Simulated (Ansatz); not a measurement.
Run this with the Ansatz DFT code, driven from Python and show what comes out.

`gair.py`
```python
"""Density difference of GaIr against its sublattices."""

import ansatz as az
import numpy as np

SCF_TOL = 1e-09
FUNCTIONAL = "lda"
CUTOFF_EV = 460
KMESH = (10, 10, 10)

VECTORS = np.array([
    [3.004, 0.0, 0.0],
    [0.0, 3.004, 0.0],
    [0.0, 0.0, 3.004],
])
SITES = [
    ("Ga", (0.0, 0.0, 0.0)),
    ("Ir", (0.5, 0.5, 0.5)),
]


def crystal_on(cell):
    crystal = az.Crystal(lattice=az.Lattice.of(cell))
    for symbol, position in SITES:
        crystal = crystal.atom(symbol, position)
    return crystal

# same cell, cutoff and mesh for the crystal and its parts
def solve(crystal):
    return (
        crystal.calculation()
        .scf(tolerance=SCF_TOL)
        .functional(FUNCTIONAL)
        .occupations(az.OccupationsMethod.FERMI_DIRAC)  # the run then minimises F = E - TS
        .basis(CUTOFF_EV, grid_basis="typed")  # plane waves up to this kinetic energy
        .kpoints(*KMESH)
        .density()
        .run(threads=1)
    )


whole = solve(crystal_on(VECTORS))
difference = whole.density().channels[0].density_e_per_ang3.copy()
binding = whole.report["free_energy_ev"]
for element in ["Ga", "Ir"]:
    part = az.Crystal(lattice=az.Lattice.of(VECTORS))
    for symbol, position in SITES:
        if symbol == element:
            part = part.atom(symbol, position)
    alone = solve(part)
    difference -= alone.density().channels[0].density_e_per_ang3
    binding -= alone.report["free_energy_ev"]
    print(f"{element} sublattice: {alone.report['n_electrons']:g} electrons, {alone.report['n_iterations']} iterations")

voxel = abs(np.linalg.det(VECTORS)) / difference.size
print(f"energy of the crystal less its unpolarised sublattices: {binding / len(SITES):.4f} eV/atom")
print(f"net charge of the difference {difference.sum() * voxel:.5f} e, charge rearranged {0.5 * np.abs(difference).sum() * voxel:.3f} e")
print(f"extremes {difference.min():.4f} and {difference.max():.4f} e/A^3")
for (symbol, position) in SITES:
    index = tuple(int(round(p * n)) % n for p, n in zip(position, difference.shape))
    print(f"  change of the pseudo-density at the grid point nearest {symbol}: {difference[index]:+.4f} e/A^3")
```

Output of `python gair.py`:
```text
Ga sublattice: 13 electrons, 6 iterations
Ir sublattice: 17 electrons, 6 iterations
energy of the crystal less its unpolarised sublattices: -2.3381 eV/atom
net charge of the difference -0.00000 e, charge rearranged 0.294 e
extremes -0.0931 and 0.4429 e/A^3
  change of the pseudo-density at the grid point nearest Ga: +0.4429 e/A^3
  change of the pseudo-density at the grid point nearest Ir: -0.0433 e/A^3
```

The mesh is modest for a metal, so energies can be off by several to tens of meV an atom and pressures by half a GPa or more; differences at equal mesh fare better. Spin-orbit coupling, which matters for elements this heavy, is left out. Grid values close to the nuclei reflect the PAW or pseudopotential construction, not the all-electron fields. The starting cell is as deposited in a crystallographic database; the results hold for this polymorph, which needn't be the stable one. Charge moved counts every rearrangement, bonding and polarisation too, and is no transfer between atoms; the bare sublattices are artificial references. Values near the nuclei depend on the potentials. The whole script took 5.9 s on 1 thread of Arm Neoverse V1, on a shared host, peak memory 0.37 GiB.
